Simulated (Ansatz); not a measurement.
# Zr2F3: a trial structure relaxed

Where does this trial cell of Zr2F3 go when cell and atoms are let free?

Method: DFT PBE, scalar-relativistic, plane waves, PAW, in Ansatz 0.2.0.

## (1) The starting structure

It takes space group P6/mmm (No. 191, hexagonal). The conventional cell has a = 4.040 Å, b = 4.040 Å, c = 5.016 Å, α = 90.00°, β = 90.00°, γ = 120.00°. Around Zr (site symmetry -6m2) lie 5 F at 2.33 to 2.51 Å and 3 Zr at 2.33 Å. Around F (site symmetry -6m2) lie 3 F at 2.33 Å and 2 Zr at 2.51 Å. Around F (site symmetry 6/mmm) lie 6 Zr at 2.33 Å.

Structure file:

```cif
data_structure
_symmetry_space_group_name_H-M 'P6/mmm'
_symmetry_Int_Tables_number 191
_cell_length_a 4.0401
_cell_length_b 4.0401
_cell_length_c 5.0162
_cell_angle_alpha 90.000
_cell_angle_beta 90.000
_cell_angle_gamma 120.000
_cell_volume 70.90
loop_
_atom_site_label
_atom_site_type_symbol
_atom_site_symmetry_multiplicity
_atom_site_Wyckoff_symbol
_atom_site_fract_x
_atom_site_fract_y
_atom_site_fract_z
_atom_site_occupancy
Zr1 Zr 2 c 0.33333 0.66667 0.00000 1
F1 F 2 d 0.33333 0.66667 0.50000 1
F2 F 1 a 0.00000 0.00000 0.00000 1
```

A structure generator made this guess: random cell by space group and Wyckoff sites (P6/mmm, No. 191). Lengths come from tabulated atomic sizes and are only a guess.

## (2) A first look at the guess

Input file input.yaml:

```yaml
crystal:
  lattice:
    - [4.04005017, 0.0, 0.0]
    - [-2.02002508, 3.49878608, 0.0]
    - [0.0, 0.0, 5.01617304]
  atoms:
    - { symbol: Zr, position: [0.33333333, 0.66666667, 0.0] }
    - { symbol: Zr, position: [0.66666667, 0.33333333, 0.0] }
    - { symbol: F, position: [0.33333333, 0.66666667, 0.5] }
    - { symbol: F, position: [0.66666667, 0.33333333, 0.5] }
    - { symbol: F, position: [0.0, 0.0, 0.0] }
basis:
  ecutwfc: 420
kpoints:
  mp_grid: { grid: [6, 6, 4] }
hamiltonian:
  xc: pbe
scf:
  occupations: { method: gaussian, width: 0.1 }
  lower_state_search: "off"
output:
  forces: true
  stress: true
  eigenvalues: true
```

Started as:

```console
$ ansatz run input.yaml --threads 1 --pin off --max-ram 2560MiB --backend cpu --events-out ev --progress --plain --runs-dir out
```

The program printed, shortened:

```text
[...]
SCF converged after 8 iterations
Free energy (F): -10786.884364 eV
[...]
E sigma→0 (E₀):  -10786.876340 eV
Entropy (-TS):   -0.016049 eV (-3.210 meV/atom)
Fermi energy:    10.089299 eV
[...]
--- Forces (eV/Å), atoms counted from 1 ---
  atom   1  Zr     0.00000000     0.00000000     0.00000000
  atom   2  Zr    -0.00000000     0.00000000     0.00000000
  atom   3  F      0.00000000    -0.00000000     0.00000000
  atom   4  F     -0.00000000     0.00000000     0.00000000
  atom   5  F      0.00000000    -0.00000000     0.00000000
[...]
--- Stress (GPa, compression-positive) ---
       52.404988      -0.000000       0.000000
       -0.000000      52.404988       0.000000
        0.000000       0.000000     -47.105586
  P = ⅓ Tr σ = 19.2348 GPa (192.348 kbar)
--- Band table (eV; the first three rows and the last of 21) ---
  k-point 0: bands = ["-39.5341", "-37.7533", "-18.9220", "-18.9220", "-17.2080", "-16.6271", "-15.8926", "-15.4627", "-15.4627", "-11.6759", "-10.4318", "1.1919", "1.1919", "2.5944", "6.0974", "6.8149", "6.8149", "7.4495", "8.8439", "8.8439", "9.5351", "9.5351", "10.3807", "11.3773", [...]
[...]
```

Run time: 6.7 s. Hardware: 1 thread of Intel Xeon at 2.50GHz (Skylake/Cascade Lake), shared host; peak memory 0.37 GiB.

From the probe: pressure 19.2 GPa, largest force 0.00 eV/Å, gap on this mesh none (metal). A guess like this is first relaxed loosely on the coarse mesh.

## (3) Rough relaxation on the coarse mesh

Changes to input.yaml since step 2:

```diff
@@ -24 +24,6 @@
   eigenvalues: true
+relax:
+  adjacent_minimum: "off"
+  f_tol: 0.04
+  max_steps: 70
+  cell: { stress_tol: 0.4 }
```

Started as:

```console
$ ansatz run input.yaml --threads 1 --pin off --max-ram 2560MiB --backend cpu --events-out ev --progress --plain --runs-dir out
```

The program printed:

```text
Warning: RAYON_NUM_THREADS=1 ignored (pool sized by the plan → 1); use --threads N
Engine: ansatz 0.2.0, x86_64-unknown-linux-gnu
Pseudopotentials: kind: paw
Pseudopotential: Zr, paw, valence charge 12, recommended cutoff 420 eV (normal), Zr.paw.azcp
Pseudopotential: F, paw, valence charge 7, recommended cutoff 420 eV (normal), F.paw.azcp
Functional definition: PBE
  parameter kappa = 0.804
  parameter beta = 0.06672455060314922
  exchange = pbe_x(kappa = kappa, mu = beta*pi^2/3)
  correlation = pbe_c(beta = beta)
Crystal: 5 atoms, lattice volume = 70.905 Å³
Basis set: ecut = 420 eV, 1397 PW (Γ), exchange–correlation on 60×60×72 points (8 copies of the dense FFT grid, shifted against one another)
Bands: 28, of which v1, the nominal top of the filled ones, is band 23 counted from 1 (22 counted from 0)
Symmetry: 24 space group operations
Space group: P6/mmm (ITA 191), of the structure as read, at distance tolerance 4.1e-5 Å
k-points: 21 of 144
Non-local potential: Zr, projectors of the file, l = 0: 3, l = 1: 2, l = 2: 2, l = 3: 2
Non-local potential: F, projectors of the file, l = 0: 2, l = 1: 2, l = 2: 1
PAW form: soft (Blöchl's): semilocal exchange-correlation on the pseudo side does not see the compensation charge
PAW one-centre angular grid: Zr, 590 points (default); XC on 64 Gauss nodes
PAW one-centre angular grid: F, 110 points (default); XC on 64 Gauss nodes
Initial density: superposition of atomic densities (neutral atoms: chi_scale 0, normalization atom), corrected by the library's trained network
Initial wavefunctions: pseudopotential atomic-orbital guess
Functional: x = pbe(κ = 0.804, μ = 0.2195149727645171), c = pbe(β = 0.06672455060314922)
SCF iter   1: F=—  HF=-10787.026120 eV  |F-HF|=—  |Δ(HF+E_count)|=         —  Δρ=2.47e-2  dr2=5.87e-1  ethr=1.77e-3  ⟨swp⟩=5.7  Hψ=2445  notcnv=0
preconditioner: auto → LDOS  [metal: Δε(μ)=0.011 eV  Ē_g=16.015 eV  σ=0.100 eV  W_gap=0.06  n_scr=22 (ndim 8)  ℏωp=28.0 eV  f_vac=0.098  D(μ)=5.26/eV (n_scr^D=58)  β→1.0]
SCF iter   2: F=—  HF=-10786.895809 eV  |F-HF|=—  |Δ(HF+E_count)|=   1.30e-1  Δρ=1.53e-2  dr2=1.07e-1  ethr=1.31e-3  ⟨swp⟩=2.2  Hψ=960  notcnv=0  defer=15
SCF iter   3: F=—  HF=-10786.890958 eV  |F-HF|=—  |Δ(HF+E_count)|=   4.85e-3  Δρ=1.06e-2  dr2=5.13e-2  ethr=2.38e-4  ⟨swp⟩=2.0  Hψ=1071  notcnv=0  defer=16
SCF iter   4: F=—  HF=-10786.884661 eV  |F-HF|=—  |Δ(HF+E_count)|=   6.30e-3  Δρ=3.43e-3  dr2=5.07e-3  ethr=1.14e-4  ⟨swp⟩=2.0  Hψ=962  notcnv=0  defer=16
SCF iter   5: F=—  HF=-10786.884472 eV  |F-HF|=—  |Δ(HF+E_count)|=   1.89e-4  Δρ=8.78e-4  dr2=1.90e-4  ethr=1.13e-5  ⟨swp⟩=2.2  Hψ=922  notcnv=0  defer=16
SCF iter   6: F=—  HF=-10786.884666 eV  |F-HF|=—  |Δ(HF+E_count)|=   1.94e-4  Δρ=2.50e-4  dr2=1.56e-5  ethr=4.22e-7  ⟨swp⟩=2.1  Hψ=1068  notcnv=0  defer=17
SCF iter   7: F=—  HF=-10786.884363 eV  |F-HF|=—  |Δ(HF+E_count)|=   3.03e-4  Δρ=5.19e-5  dr2=5.55e-7  ethr=3.47e-8  ⟨swp⟩=2.1  Hψ=964  notcnv=0  defer=17
SCF iter   8: F=-10786.884364 eV  HF=-10786.884364 eV  |F-HF|=1.21e-8  |Δ(HF+E_count)|=   8.03e-7  Δρ=1.26e-5  dr2=4.26e-8  ethr=2.22e-10  ⟨swp⟩=8.4  Hψ=2659  notcnv=0
SCF 1 converged in 8 iterations: F = -10786.884364 eV  dr2 = 4.26e-8
relax step   1: F+E_penalty+E_count = -10786.88436384 eV  Δ(F+E_penalty+E_count) = +0.000e0 eV  max|allowed force component| = 6.384e-17 eV/Å  Δτ_max = 0.0000 Å  P = +19.235 GPa  Ω = 70.905 Å³  (8 SCF iters, dr2 threshold 1.00e-7 eV, accepted)
Crystal: 5 atoms, lattice volume = 73.085 Å³
Basis set: ecut = 420 eV, 1425 PW (Γ), exchange–correlation on 60×60×72 points (8 copies of the dense FFT grid, shifted against one another)
Initial density: handed on by an earlier stage of this run
Initial wavefunctions: those handed on with the density
iter 1 solved again at ethr=2.24e-4 eV; its pass at ethr=3.10e-3 eV (dr2=1.01e-1 eV) is discarded
SCF iter   1: F=—  HF=-10789.345423 eV  |F-HF|=—  |Δ(HF+E_count)|=         —  Δρ=1.24e-2  dr2=1.03e-1  ethr=2.24e-4  ⟨swp⟩=1.0  Hψ=3294  notcnv=0
preconditioner: auto → LDOS  [insulator: Δε(μ)=0.122 eV  Ē_g=16.321 eV  σ=0.100 eV  W_gap=0.57  n_scr=20 (ndim 8)  ℏωp=27.8 eV  f_vac=0.100  D(μ)=2.17/eV (n_scr^D=20)  ε∞_Penn≈3.9  β→1.0]
SCF iter   2: F=—  HF=-10789.323792 eV  |F-HF|=—  |Δ(HF+E_count)|=   2.16e-2  Δρ=8.37e-3  dr2=2.80e-2  ethr=2.24e-4  ⟨swp⟩=2.0  Hψ=1045  notcnv=0
SCF iter   3: F=—  HF=-10789.319006 eV  |F-HF|=—  |Δ(HF+E_count)|=   4.79e-3  Δρ=3.40e-3  dr2=5.20e-3  ethr=6.23e-5  ⟨swp⟩=2.0  Hψ=1139  notcnv=0  defer=5
SCF iter   4: F=—  HF=-10789.318347 eV  |F-HF|=—  |Δ(HF+E_count)|=   6.59e-4  Δρ=8.38e-4  dr2=4.44e-4  ethr=1.15e-5  ⟨swp⟩=2.0  Hψ=726  notcnv=0  defer=6
SCF iter   5: F=—  HF=-10789.318222 eV  |F-HF|=—  |Δ(HF+E_count)|=   1.24e-4  Δρ=2.08e-4  dr2=2.02e-5  ethr=9.88e-7  ⟨swp⟩=2.0  Hψ=777  notcnv=0  defer=6
SCF iter   6: F=—  HF=-10789.318229 eV  |F-HF|=—  |Δ(HF+E_count)|=   6.34e-6  Δρ=5.22e-5  dr2=8.47e-7  ethr=4.49e-8  ⟨swp⟩=2.0  Hψ=901  notcnv=0  defer=6
SCF iter   7: F=-10789.318229 eV  HF=-10789.318229 eV  |F-HF|=3.36e-8  |Δ(HF+E_count)|=   7.81e-7  Δρ=1.09e-5  dr2=5.55e-8  ethr=1.11e-9  ⟨swp⟩=7.2  Hψ=2558  notcnv=0
SCF 2 converged in 7 iterations: F = -10789.318229 eV  dr2 = 5.55e-8
relax step   2: F+E_penalty+E_count = -10789.31822933 eV  Δ(F+E_penalty+E_count) = -2.434e0 eV  max|allowed force component| = 7.864e-17 eV/Å  Δτ_max = 0.0000 Å  P = +8.914 GPa  Ω = 73.085 Å³  energy of the carried Pulay correction = -8.081e-3 eV  (7 SCF iters, dr2 threshold 5.00e-7 eV, accepted)
Crystal: 5 atoms, lattice volume = 73.014 Å³
Basis set: ecut = 420 eV, 1449 PW (Γ), exchange–correlation on 60×60×72 points (8 copies of the dense FFT grid, shifted against one another)
iter 1 solved again at ethr=2.12e-4 eV; its pass at ethr=3.10e-3 eV (dr2=9.53e-2 eV) is discarded
SCF iter   1: F=—  HF=-10790.731107 eV  |F-HF|=—  |Δ(HF+E_count)|=         —  Δρ=1.15e-2  dr2=9.49e-2  ethr=2.12e-4  ⟨swp⟩=1.0  Hψ=3460  notcnv=0
preconditioner: auto → LDOS  [metal: Δε(μ)=0.006 eV  Ē_g=16.518 eV  σ=0.100 eV  W_gap=0.03  n_scr=20 (ndim 8)  ℏωp=27.8 eV  f_vac=0.098  D(μ)=4.00/eV (n_scr^D=28)  β→1.0]
SCF iter   2: F=—  HF=-10790.705840 eV  |F-HF|=—  |Δ(HF+E_count)|=   2.53e-2  Δρ=3.15e-3  dr2=6.17e-3  ethr=2.11e-4  ⟨swp⟩=2.0  Hψ=885  notcnv=0
SCF iter   3: F=—  HF=-10790.707511 eV  |F-HF|=—  |Δ(HF+E_count)|=   1.67e-3  Δρ=1.02e-3  dr2=4.53e-4  ethr=1.37e-5  ⟨swp⟩=2.3  Hψ=1056  notcnv=0  defer=1
SCF iter   4: F=—  HF=-10790.707653 eV  |F-HF|=—  |Δ(HF+E_count)|=   1.42e-4  Δρ=4.25e-4  dr2=6.31e-5  ethr=1.01e-6  ⟨swp⟩=2.0  Hψ=968  notcnv=0  defer=1
SCF iter   5: F=—  HF=-10790.707659 eV  |F-HF|=—  |Δ(HF+E_count)|=   6.35e-6  Δρ=1.15e-4  dr2=6.67e-6  ethr=1.40e-7  ⟨swp⟩=2.0  Hψ=862  notcnv=0  defer=1
SCF iter   6: F=—  HF=-10790.707661 eV  |F-HF|=—  |Δ(HF+E_count)|=   1.83e-6  Δρ=3.42e-5  dr2=6.25e-7  ethr=1.48e-8  ⟨swp⟩=2.5  Hψ=970  notcnv=0  defer=1
SCF iter   7: F=-10790.707661 eV  HF=-10790.707661 eV  |F-HF|=6.33e-10  |Δ(HF+E_count)|=   3.81e-7  Δρ=6.31e-6  dr2=3.05e-8  ethr=1.11e-9  ⟨swp⟩=6.6  Hψ=2544  notcnv=0
the search or the solves at the SCF's close seem to have found levels that the self-consistency loop had missed (the run counts 1). By its estimate they hold under 1e-12 electrons; where the run keeps them, the occupations were computed again with them
SCF 3 converged in 7 iterations: F = -10790.707661 eV  dr2 = 3.05e-8
relax step   3: F+E_penalty+E_count = -10790.70766130 eV  Δ(F+E_penalty+E_count) = -1.389e0 eV  max|allowed force component| = 3.238e-17 eV/Å  Δτ_max = 0.0000 Å  P = +10.234 GPa  Ω = 73.014 Å³  energy of the carried Pulay correction = -8.699e-3 eV  (7 SCF iters, dr2 threshold 5.00e-7 eV, accepted)
[... from here on, the SCF cycles and remarks between the steps are left out ...]
relax step   4: F+E_penalty+E_count = -10791.88491072 eV  Δ(F+E_penalty+E_count) = -1.177e0 eV  max|allowed force component| = 5.459e-17 eV/Å  Δτ_max = 0.0000 Å  P = +8.276 GPa  Ω = 74.896 Å³  energy of the carried Pulay correction = -1.567e-2 eV  (8 SCF iters, dr2 threshold 5.00e-7 eV, accepted)
relax step   5: F+E_penalty+E_count = -10792.30389057 eV  Δ(F+E_penalty+E_count) = -4.190e-1 eV  max|allowed force component| = 7.471e-17 eV/Å  Δτ_max = 0.0000 Å  P = +3.613 GPa  Ω = 80.009 Å³  energy of the carried Pulay correction = -3.179e-2 eV  (9 SCF iters, dr2 threshold 5.00e-7 eV, accepted)
relax step   6: F+E_penalty+E_count = -10792.35561341 eV  Δ(F+E_penalty+E_count) = -5.172e-2 eV  max|allowed force component| = 1.367e-16 eV/Å  Δτ_max = 0.0000 Å  P = -1.391 GPa  Ω = 83.825 Å³  energy of the carried Pulay correction = -4.303e-2 eV  (8 SCF iters, dr2 threshold 5.00e-7 eV, accepted)
relax step   7: F+E_penalty+E_count = -10792.36359854 eV  Δ(F+E_penalty+E_count) = -7.985e-3 eV  max|allowed force component| = 4.464e-17 eV/Å  Δτ_max = 0.0000 Å  P = +0.304 GPa  Ω = 82.744 Å³  energy of the carried Pulay correction = -3.993e-2 eV  (8 SCF iters, dr2 threshold 5.00e-7 eV, accepted)
relax step   8: F+E_penalty+E_count = -10792.36327133 eV  Δ(F+E_penalty+E_count) = +3.272e-4 eV  max|allowed force component| = 5.563e-17 eV/Å  Δτ_max = 0.0000 Å  P = -0.005 GPa  Ω = 82.944 Å³  energy of the carried Pulay correction = -4.051e-2 eV  (6 SCF iters, dr2 threshold 4.24e-7 eV, accepted)
relax step   9: F+E_penalty+E_count = -10793.04419840 eV  Δ(F+E_penalty+E_count) = -6.809e-1 eV  max|allowed force component| = 7.957e-17 eV/Å  Δτ_max = 0.0000 Å  P = +8.758 GPa  Ω = 82.944 Å³  stress off target by 1.25e1 GPa  SCF on the basis re-selected at this cell (its energy is not comparable with the rows above)  (9 SCF iters)
relax step  10: F+E_penalty+E_count = -10793.25231955 eV  Δ(F+E_penalty+E_count) = -2.081e-1 eV  max|allowed force component| = 9.980e-17 eV/Å  Δτ_max = 0.0000 Å  P = +8.359 GPa  Ω = 85.588 Å³  energy of the carried Pulay correction = -8.722e-3 eV  (8 SCF iters, dr2 threshold 5.00e-7 eV, accepted)
relax step  11: F+E_penalty+E_count = -10793.44602531 eV  Δ(F+E_penalty+E_count) = -1.937e-1 eV  max|allowed force component| = 3.704e-17 eV/Å  Δτ_max = 0.0000 Å  P = +1.236 GPa  Ω = 93.863 Å³  energy of the carried Pulay correction = -5.262e-2 eV  (9 SCF iters, dr2 threshold 5.00e-7 eV, accepted)
relax step  12: F+E_penalty+E_count = -10793.44261942 eV  Δ(F+E_penalty+E_count) = +3.406e-3 eV  max|allowed force component| = 1.258e-16 eV/Å  Δτ_max = 0.0000 Å  P = +0.001 GPa  Ω = 95.322 Å³  energy of the carried Pulay correction = -6.129e-2 eV  (7 SCF iters, dr2 threshold 5.00e-7 eV, accepted)
relax step  13: F+E_penalty+E_count = -10793.53957723 eV  Δ(F+E_penalty+E_count) = -9.696e-2 eV  max|allowed force component| = 1.258e-16 eV/Å  Δτ_max = 0.0000 Å  P = +1.064 GPa  Ω = 95.322 Å³  stress off target by 1.47e0 GPa  SCF on the basis re-selected at this cell (its energy is not comparable with the rows above)  (8 SCF iters)
relax step  14: F+E_penalty+E_count = -10793.54502673 eV  Δ(F+E_penalty+E_count) = -5.449e-3 eV  max|allowed force component| = 1.776e-16 eV/Å  Δτ_max = 0.0000 Å  P = +0.305 GPa  Ω = 96.985 Å³  energy of the carried Pulay correction = -4.434e-3 eV  (7 SCF iters, dr2 threshold 5.00e-7 eV, accepted)
relax step  15: F+E_penalty+E_count = -10793.54404369 eV  Δ(F+E_penalty+E_count) = +9.830e-4 eV  max|allowed force component| = 9.253e-17 eV/Å  Δτ_max = 0.0000 Å  P = +0.013 GPa  Ω = 97.797 Å³  energy of the carried Pulay correction = -6.864e-3 eV  (6 SCF iters, dr2 threshold 5.00e-7 eV, accepted)
iter 1 solved again at ethr=1.04e-7 eV; its pass at ethr=3.10e-3 eV (dr2=4.70e-5 eV) is discarded
SCF iter   1: F=—  HF=-10793.552261 eV  |F-HF|=—  |Δ(HF+E_count)|=         —  Δρ=2.73e-4  dr2=1.22e-5  ethr=1.04e-7  ⟨swp⟩=3.2  Hψ=3962  notcnv=0
preconditioner: auto → LDOS  [metal: Δε(μ)=0.020 eV  Ē_g=6.754 eV  σ=0.100 eV  W_gap=0.11  n_scr=20 (ndim 8)  ℏωp=18.0 eV  f_vac=0.129  D(μ)=6.98/eV (n_scr^D=70)  β→1.0]
SCF iter   2: F=—  HF=-10793.551504 eV  |F-HF|=—  |Δ(HF+E_count)|=   7.57e-4  Δρ=2.17e-4  dr2=2.57e-5  ethr=2.71e-8  ⟨swp⟩=2.3  Hψ=1047  notcnv=0
SCF iter   3: F=—  HF=-10793.551501 eV  |F-HF|=—  |Δ(HF+E_count)|=   3.41e-6  Δρ=9.93e-5  dr2=5.93e-6  ethr=2.71e-8  ⟨swp⟩=2.0  Hψ=928  notcnv=0
SCF iter   4: F=—  HF=-10793.551500 eV  |F-HF|=—  |Δ(HF+E_count)|=   4.73e-7  Δρ=1.65e-5  dr2=1.55e-7  ethr=1.32e-8  ⟨swp⟩=2.0  Hψ=759  notcnv=0
SCF iter   5: F=—  HF=-10793.551497 eV  |F-HF|=—  |Δ(HF+E_count)|=   3.33e-6  Δρ=5.46e-6  dr2=1.35e-8  ethr=3.45e-10  ⟨swp⟩=2.0  Hψ=785  notcnv=0
SCF iter   6: F=-10793.551497 eV  HF=-10793.551497 eV  |F-HF|=1.40e-9  |Δ(HF+E_count)|=   1.41e-8  Δρ=1.70e-6  dr2=1.17e-9  ethr=7.11e-12  ⟨swp⟩=4.0  Hψ=2042  notcnv=0
SCF 16 converged in 6 iterations: F = -10793.551497 eV  dr2 = 1.17e-9
relax step  16: F+E_penalty+E_count = -10793.55149675 eV  Δ(F+E_penalty+E_count) = -7.453e-3 eV  max|allowed force component| = 9.253e-17 eV/Å  Δτ_max = 0.0000 Å  P = +0.062 GPa  Ω = 97.797 Å³  stress off target by 1.16e-1 GPa  SCF on the basis re-selected at this cell (its energy is not comparable with the rows above)  (6 SCF iters)
basis re-selected at this cell: Δ(F+E_penalty+E_count) = -7.453e-3 eV, ΔP = +0.048 GPa vs the last step (what re-selecting the basis moved, of the pressure what is left beyond the Pulay correction that the steps carried, after the strain that the cell walked since its last selection, with what the two solves' SCF thresholds leave and, on support functions, any second-order correction that the steps lacked; it is no measure of the basis error at this ecutwfc). This SCF's stress stands 1.16e-1 GPa from its target on what of the cell is left free (relax.cell.stress_tol is 4.00e-1 GPa) and its largest allowed force component is 9.25e-17 eV/Å (relax.f_tol is 4.00e-2 eV/Å): within both
SCF converged after 6 iterations
Free energy (F): -10793.551497 eV
Harris-Foulkes:  -10793.551497 eV  (|F-HF|=1.40e-9)
Internal energy: -10793.516585 eV  (E = F + TS)
E sigma→0 (E₀):  -10793.534041 eV
Entropy (-TS):   -0.034912 eV (-6.982 meV/atom)
Fermi energy:    7.490870 eV
--- Per-component energies (eV) ---
  E_band       = -459.395773
  E_kinetic    = 1280.164387
  E_local      = -3726.236152  (includes V_loc(G=0)·N_el)
  E_nonlocal   = 382.525898
  E_hartree    = 1323.326540
  E_xc         = -559.504272
  E_vxc        = -684.179719  (∫ρ·V_xc dr)
  E_paw        = -6509.166875  (= ΣΔE_a)
  E_vpaw       = -358.328752  (= ΣTr[D̂ρ^β])
  E_aug_tail   = 0.006175  (compensation charges beyond the density's cutoff)
  E_ewald      = -2984.632285
  E_smearing   = -0.034912  (= −TS)
  E_closure    = -0.000000  (closes the sum)
  Σ components = -10793.551497   (vs F -10793.551497, Δ=0.00e0)
--- Forces (eV/Å), atoms counted from 1 ---
  atom   1  Zr    -0.00000000     0.00000000     0.00000000
  atom   2  Zr     0.00000000    -0.00000000     0.00000000
  atom   3  F     -0.00000000     0.00000000     0.00000000
  atom   4  F      0.00000000    -0.00000000     0.00000000
  atom   5  F      0.00000000    -0.00000000     0.00000000
  max |Σ_I F_I| component: 2.78e-17 eV/Å
--- Stress (GPa, compression-positive) ---
        0.116027      -0.000000       0.000000
       -0.000000       0.116027       0.000000
        0.000000       0.000000      -0.046912
  P = ⅓ Tr σ = 0.0617 GPa (0.617 kbar)
--- Band table (eV; the first three rows and the last of 21) ---
  k-point 0: bands = ["-42.1280", "-41.9845", "-20.6544", "-20.5111", "-20.2139", "-20.2139", "-19.6372", "-19.6372", "-18.7213", "-18.5460", "-14.7574", "0.0538", "0.0538", "0.0788", "0.2430", "0.7094", "0.7094", "3.1399", "3.1399", "3.9398", "5.4109", "7.6872", "7.6872", "8.1525", "8.1525", "9.3234", "9.3234", "9.6717"]
  k-point 1: bands = ["-42.1249", "-41.9815", "-21.2829", "-21.1129", "-20.2099", "-20.2099", "-19.6342", "-19.6342", "-17.8127", "-17.6759", "-14.7550", "-0.9876", "-0.7799", "-0.1542", "-0.1542", "0.5793", "0.5793", "3.1448", "3.1448", "3.8123", "5.6486", "8.0809", "8.0809", "8.3520", "8.3520", "9.3775", "9.3775", "10.0632"]
  k-point 2: bands = ["-42.1218", "-41.9786", "-21.6871", "-21.5054", "-20.2059", "-20.2059", "-19.6311", "-19.6311", "-17.1043", "-16.9930", "-14.7526", "-1.9457", "-1.7030", "-0.3446", "-0.3446", "0.4550", "0.4550", "3.1517", "3.1517", "3.7041", "5.8993", "8.1619", "8.1619", "8.8823", "8.8823", "9.4373", "9.4373", "10.4478"]
  k-point 20: bands = ["-42.0507", "-42.0507", "-21.5967", "-21.5967", "-20.2819", "-19.9217", "-19.9217", "-19.5551", "-17.0490", "-17.0490", "-14.7357", "-1.8241", "-1.8241", "-0.5454", "0.0307", "0.0307", "0.6243", "3.1922", "3.1922", "3.7653", "6.7177", "7.1714", "7.1714", "8.6315", "9.2868", "9.2868", "11.1154", "11.2074"]
--- Relaxed structure (13 steps of the walk, 13 accepted, 3 SCFs on fresh bases) ---
  F+E_penalty+E_count = -10793.55149675 eV   max|allowed force component| = 9.253e-17 eV/Å   (the final SCF, on the basis selected at the relaxed cell)
  cell:  # Å, volume = 97.7970 Å³
    - [5.195163497727983, -3.7121184851333365e-9, 0.0]
    - [-2.597581745649203, 4.499143567702113, 0.0]
    - [0.0, 0.0, 4.18404782126003]
  atoms:
    - { symbol: Zr, position: [0.3333333333333333, 0.6666666666666665, 0.0] }
    - { symbol: Zr, position: [0.6666666666666665, 0.33333333333333326, 0.0] }
    - { symbol: F, position: [0.3333333333333333, 0.6666666666666665, 0.49999999999999994] }
    - { symbol: F, position: [0.6666666666666665, 0.33333333333333326, 0.49999999999999994] }
    - { symbol: F, position: [1.7320127435194818e-34, 6.522910894077661e-34, 0.0] }
```

Wall time 1.9 min (1 thread of Intel Xeon at 2.50GHz (Skylake/Cascade Lake), shared host); peak memory 0.41 GiB.

The steps of the relaxation:

```csv
step,energy from step 1 (eV/cell),largest force component (eV/Å),pressure (GPa),volume (Å³)
1,0.0000,0.0000,19.23,70.90
2,-2.4339,0.0000,8.91,73.09
3,-3.8233,0.0000,10.23,73.01
4,-5.0005,0.0000,8.28,74.90
5,-5.4195,0.0000,3.61,80.01
6,-5.4712,0.0000,-1.39,83.82
7,-5.4792,0.0000,0.30,82.74
8,-5.4789,0.0000,-0.01,82.94
9,-6.1598,0.0000,8.76,82.94
10,-6.3680,0.0000,8.36,85.59
11,-6.5617,0.0000,1.24,93.86
12,-6.5583,0.0000,0.00,95.32
13,-6.6552,0.0000,1.06,95.32
14,-6.6607,0.0000,0.31,96.98
15,-6.6597,0.0000,0.01,97.80
16,-6.6671,0.0000,0.06,97.80
```

Step 1 is the start. Steps 9, 13, 16 each repeat the geometry before them on a plane-wave basis chosen anew, so the energy can jump there without any move. The walk judges its steps with a correction for the finite basis (Pulay term) that this column leaves out, so accepted steps can climb here and lower ones be refused.

|  | before | after | change |
| --- | --- | --- | --- |
| a (Å) | 4.040 | 5.195 | +28.6 % |
| b (Å) | 4.040 | 5.195 | +28.6 % |
| c (Å) | 5.016 | 4.184 | -16.6 % |
| volume (Å³/atom) | 14.18 | 19.56 | +37.9 % |
| shortest distance (Å) | 2.333 | 2.092 | -10.3 % |
| space group (0.01 Å) | P6/mmm | P6/mmm | same |

The run keeps the 24 symmetry operations of the start, so it could not have lowered the symmetry.

(Part 1 of 2 ends here.)
